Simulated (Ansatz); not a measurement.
# C6H14Si: one species, many methods

One table from this session's results is given with a row withheld; the runs are named, their logs left out.

Program: Ansatz 0.2.0, Gaussian basis. Level of theory: functionals in def2-TZVPP, the program's frozen cores in correlated methods. These are calculated values, not measurements.

The runs, in order: LDA (SPW92), PBE-D4, revPBE-D4, BLYP-D4, r2SCAN-D4, B97M-V, PBE0-D4, B3LYP-D4, r2SCANh-D4, r2SCAN0-D4, HSE06-D4, BHLYP-D4, CAM-B3LYP-D4, LC-ωPBE, ωB97X-V, ωB97M-V, B2PLYP, PBE-QIDH; CCSD(T)/def2-SVP; CCSD(T)/def2-TZVPP; MP2/def2-QZVPP; extrapolation to the limit; RPA on PBE.

1 further run of the same task is left out (it didn't finish).

## Structure used throughout

An earlier PBE0-D4 in a triple-zeta def2 set relaxation fixed the geometry.

21 atoms, charge 0, spin multiplicity 1.

Atoms are counted from 1 here; the program's logs count them from 0.

Bond lengths: C1–C2 1.536 Å, C1–H8 1.092 Å, C1–H9 1.098 Å, C1–H10 1.095 Å, C2–C3 1.524 Å, C2–Si4 1.910 Å, C2–H11 1.095 Å, C3–H12 1.095 Å, C3–H13 1.093 Å, C3–H14 1.096 Å, Si4–C5 1.914 Å, C5–C6 1.528 Å, C5–C7 1.523 Å, C5–H15 1.110 Å, C6–H16 1.095 Å, C6–H17 1.095 Å, C6–H18 1.093 Å, C7–H19 1.092 Å and more. Angles: C2–C1–H8 112.4°, C2–C1–H9 111.9°, C2–C1–H10 110.6°, H8–C1–H9 107.6°, H8–C1–H10 107.8°, H9–C1–H10 106.3°, C1–C2–C3 111.0°, C1–C2–Si4 103.9°, C1–C2–H11 108.6°, C3–C2–Si4 112.2°, C3–C2–H11 109.5°, Si4–C2–H11 111.6°, C2–C3–H12 111.2°, C2–C3–H13 111.9°, C2–C3–H14 111.3°, H12–C3–H13 107.1°, H12–C3–H14 107.5°, H13–C3–H14 107.6° and more.

As a file:

```mol
C6H14Si
  3D, bonds by distance, orders not assigned

 21 20  0  0  0  0  0  0  0  0999 V2000
    1.8712   -0.7342    0.5818 C   0  0
    0.9084   -0.9818   -0.5885 C   0  0
    1.2194   -2.3034   -1.2797 C   0  0
   -0.8172   -0.9852    0.2303 Si  0  0
   -1.0891    0.8703    0.6132 C   0  0
   -2.5532    1.1557    0.9426 C   0  0
   -0.5157    1.9217   -0.3284 C   0  0
    1.8068    0.2869    0.9645 H   0  0
    1.6805   -1.4160    1.4214 H   0  0
    2.9068   -0.9109    0.2717 H   0  0
    1.0126   -0.1610   -1.3064 H   0  0
    1.1034   -3.1466   -0.5912 H   0  0
    0.5531   -2.4865   -2.1268 H   0  0
    2.2485   -2.3242   -1.6558 H   0  0
   -0.5257    0.9189    1.5677 H   0  0
   -3.1693    1.1289    0.0383 H   0  0
   -2.6777    2.1477    1.3895 H   0  0
   -2.9660    0.4182    1.6359 H   0  0
    0.5613    1.8146   -0.4693 H   0  0
   -0.6984    2.9328    0.0520 H   0  0
   -0.9841    1.8643   -1.3160 H   0  0
  1  2  8  0
  2  3  8  0
  2  4  8  0
  4  5  8  0
  5  6  8  0
  5  7  8  0
  1  8  8  0
  1  9  8  0
  1 10  8  0
  2 11  8  0
  3 12  8  0
  3 13  8  0
  3 14  8  0
  5 15  8  0
  6 16  8  0
  6 17  8  0
  6 18  8  0
  7 19  8  0
  7 20  8  0
  7 21  8  0
M  END
```

Set-up of the first run:

Input file in.yaml:

```yaml
crystal:
  periodic: [false, false, false]
  atoms:
    - {symbol: C, position_ang: [1.871226, -0.734186, 0.581773]}
    - {symbol: C, position_ang: [0.908363, -0.981762, -0.588485]}
    - {symbol: C, position_ang: [1.219434, -2.303363, -1.279682]}
    - {symbol: Si, position_ang: [-0.817248, -0.985204, 0.230284]}
    - {symbol: C, position_ang: [-1.089145, 0.870343, 0.613154]}
    - {symbol: C, position_ang: [-2.553186, 1.155688, 0.942569]}
    - {symbol: C, position_ang: [-0.515728, 1.921728, -0.328449]}
    - {symbol: H, position_ang: [1.806787, 0.286941, 0.964526]}
    - {symbol: H, position_ang: [1.680451, -1.415996, 1.421423]}
    - {symbol: H, position_ang: [2.906827, -0.910905, 0.271747]}
    - {symbol: H, position_ang: [1.012590, -0.160959, -1.306386]}
    - {symbol: H, position_ang: [1.103406, -3.146606, -0.591228]}
    - {symbol: H, position_ang: [0.553143, -2.486453, -2.126824]}
    - {symbol: H, position_ang: [2.248516, -2.324182, -1.655795]}
    - {symbol: H, position_ang: [-0.525742, 0.918863, 1.567733]}
    - {symbol: H, position_ang: [-3.169265, 1.128876, 0.038324]}
    - {symbol: H, position_ang: [-2.677730, 2.147654, 1.389455]}
    - {symbol: H, position_ang: [-2.965961, 0.418236, 1.635949]}
    - {symbol: H, position_ang: [0.561328, 1.814600, -0.469336]}
    - {symbol: H, position_ang: [-0.698440, 2.932843, 0.051971]}
    - {symbol: H, position_ang: [-0.984123, 1.864344, -1.316019]}
basis:
  gaussian: {orbitals: def2-TZVPP}
hamiltonian: {xc: lda}
output: {orbitals: {seedname: orbitals}}
```

Launch:

```sh
ansatz run in.yaml --threads 2 --pin off --events-out ev --progress --plain --max-ram 20480MiB --backend cuda --devices 0, --max-vram 18GiB
```

Among the steps run: LDA; PBE-D4 (GGA); revPBE-D4 (GGA); BLYP-D4 (GGA); r2SCAN-D4 (meta-GGA); B97M-V (meta-GGA); B3LYP-D4 (hybrid); r2SCANh-D4 (hybrid); r2SCAN0-D4 (hybrid); HSE06-D4 (hybrid); BHLYP-D4 (hybrid); CAM-B3LYP-D4 (range-separated); LC-ωPBE (range-separated); ωB97X-V (range-separated); ωB97M-V (range-separated); B2PLYP (double hybrid); PBE-QIDH (double hybrid).

One table of the session follows, with a row left open; its other results are not shown here.

It belongs to the step «Orbital energies across the functionals». 

| functional | HOMO (eV) | LUMO (eV) | gap (eV) |
| --- | --- | --- | --- |
| LDA (SPW92) | -4.84 | -3.11 | 1.73 |
| PBE-D4 | -4.74 | -2.91 | 1.83 |
| revPBE-D4 | -4.69 | -2.81 | 1.87 |
| BLYP-D4 | -4.62 | -2.76 | 1.86 |
| r2SCAN-D4 | -4.91 | -2.78 | 2.13 |
| B97M-V | -5.00 | -2.76 | 2.24 |
| PBE0-D4 | -5.74 | -2.05 | 3.69 |
| B3LYP-D4 | -5.58 | -2.24 | 3.35 |
| r2SCANh-D4 | ? | ? | ? |
| r2SCAN0-D4 | -5.85 | -1.99 | 3.87 |
| HSE06-D4 | -5.35 | -2.43 | 2.92 |
| BHLYP-D4 | -6.66 | -1.10 | 5.56 |
| CAM-B3LYP-D4 | -7.01 | -0.96 | 6.05 |
| LC-ωPBE | -8.25 | 0.16 | 8.41 |
| ωB97X-V | -7.97 | 0.01 | 7.99 |
| ωB97M-V | -7.83 | -0.15 | 7.68 |

**Question.** Estimate the row for r2SCANh-D4.

Worked estimate for «HOMO (eV)». Against the share of exact exchange, r2SCAN-D4 (0, -4.91), r2SCAN0-D4 (0.25, -5.85) give a slope of -3.76 per unit share; at 0.1 the line stands at -5.29.

The run gave: HOMO (eV): -5.29; LUMO (eV): -2.46; gap (eV): 2.83. In «HOMO (eV)» the line misses by 0.00.
